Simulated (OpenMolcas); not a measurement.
**Mo⁴⁺ among point charges: CASSCF and CASPT2 levels and susceptibility**

Aim: the splitting of the states of Mo⁴⁺ in the field of 2 point charges, its lowest levels with spin-orbit coupling and its magnetic susceptibility.

Program: OpenMolcas 26.06. Level of theory: state-averaged CASSCF and CASPT2, spin-orbit coupling by RASSI with atomic mean-field integrals. These are calculated values, not measurements, unless marked.

### Step 1. What is computed

- Species: Mo⁴⁺ (molybdenum, Z = 42, 38 electrons)
- Basis: ANO-RCC-VTZP [7s6p4d2f1g], 68 functions
- Scalar Hamiltonian: DKH2, point nucleus
- Inactive shells: 1s 2s 2p 3s 3p 3d 4s 4p
- Active space: 2 electrons in 5 orbitals (4d)
- Some configurations of this space: 4d²
- Orbitals: optimised for each spin and parity, averaged over all roots

Outer shells as boxes (Hund's rule):

4d2
```
4d [↑ ][↑ ][  ][  ][  ]
```

The ion sits among 2 point charges of -1 e arranged as a linear pair (D∞h), 2.27 Å from the ion.

Each step is its own input file, run in one work folder so that later steps find the files of earlier ones. Labels, J, g values, rates, χT and fits are worked out afterwards by a script from the matrices that RASSI stores. The input lists half of the charges; inversion (Group=XYZ) makes the rest.

### Step 2. GATEWAY and SEWARD: basis and integrals

The input, a.inp:

```
&GATEWAY
Coord
1

Mo 0.0 0.0 0.0
Basis=ANO-RCC-VTZP
Group=XYZ
NoMove
AngMom=0.0 0.0 0.0
AMFI
XField
1 Angstrom 0
0.000000 0.000000 2.270000 -1.000000
&SEWARD
```

### Step 3. CASSCF: triplets of even parity, 10 roots

The input, a.inp:

```
&RASSCF
FileOrb=start.orb
Symmetry=1
Spin=3
nActEl=2 0 0
Inactive=9 9
Ras2=5 0
CIRoot=10 10 1
SDav=10
CIMx=300
Iter=120 100
PrWF=0.3
OrbListing=Nothing
MaxOrb=0
>>> COPY $Project.JobIph JOB001
```

start.orb holds the contracted functions of the basis, ordered by shell, or the orbitals of the step before.

### Step 4. CASSCF: singlets of even parity, 15 roots

The input, a.inp:

```
&RASSCF
FileOrb=start.orb
Symmetry=1
Spin=1
nActEl=2 0 0
Inactive=9 9
Ras2=5 0
CIRoot=15 15 1
SDav=15
CIMx=300
Iter=120 100
PrWF=0.3
OrbListing=Nothing
MaxOrb=0
>>> COPY $Project.JobIph JOB002
```

### Step 5. RASSI: spin-orbit coupling between the states

The input, a.inp:

```
&RASSI
NrOfJobIphs=2 10 15
1 2 3 4 5 6 7 8 9 10
1 2 3 4 5 6 7 8 9 10 11 12 13 14 15
IphNames
JOB001
JOB002
EJob
SpinOrbit
DIPRint=1.0
SOCoupling=1000.0
Subsets=2
Property=9
'ANGMOM' 1 'ANGMOM' 2 'ANGMOM' 3 'MLTPL  1' 1 'MLTPL  1' 2 'MLTPL  1' 3
'AMFI' 1 'AMFI' 2 'AMFI' 3
SOProperty=3
'ANGMOM' 1 'ANGMOM' 2 'ANGMOM' 3
```

### Step 6. CASPT2: IPEA 0.25, imaginary shift 0.1 (closed shells correlated: 4s 4p)

The input, a.inp:

```
>>> COPY JOB001 $Project.JobIph
&CASPT2
Multistate=10 1 2 3 4 5 6 7 8 9 10
NoMult
Frozen=8 6
IPEA=0.25
Imaginary=0.1
MaxIter=60
WThr=0.0 0.3 0.05
PrWF=0.5
NoMix
>>> COPY JOB002 $Project.JobIph
&CASPT2
Multistate=15 1 2 3 4 5 6 7 8 9 10 11 12 13 14 15
NoMult
Frozen=8 6
IPEA=0.25
Imaginary=0.1
MaxIter=60
WThr=0.0 0.3 0.05
PrWF=0.5
NoMix
```

(Steps that only read results are left out.)

**Question.** What will these runs give? Wanted: spin-free ground state; first state of the same spin within the active space; lowest level; next level.

As calculated:

```
                                            quantity                                                                        value
                                              method  SS-CASPT2, IPEA 0.25, imaginary shift 0.1 (closed shells correlated: 4s 4p)
                              spin-free ground state                                             3Phi, 2-fold in its orbital part
first state of the same spin within the active space                                                           3Sigma at 748 cm⁻¹
                                        lowest level                                                 2-fold, g = 0.00, 0.00, 2.07
                                          next level                                                                   907.3 cm⁻¹
                                         χT at 300 K                                                               0.27 cm³ K/mol
                           effective moment at 300 K                                                                      1.48 μB
```

Cost by method:

```
                                              method  time of its own steps  time with the reference
                                           A. CASSCF                  3.8 s                    3.8 s
B. SS-CASPT2, IPEA 0.25, imaginary shift 0.1, +4s 4p                  2.3 s                      6 s
```

Times are of one thread on a shared host.

**Reading.** The spin-free ground state (3Phi) comes to 100 % from free-ion F terms and keeps the highest spin of the shell. χT at 300 K is 0.27, against 1.00 cm³ K/mol for the spin alone, so spin-orbit coupling lowers it. CASPT2 does not keep the components of a term degenerate, and the means are used. The field of point charges can differ much from that of real complexes. This is an electrostatic model: the charges have no orbitals.
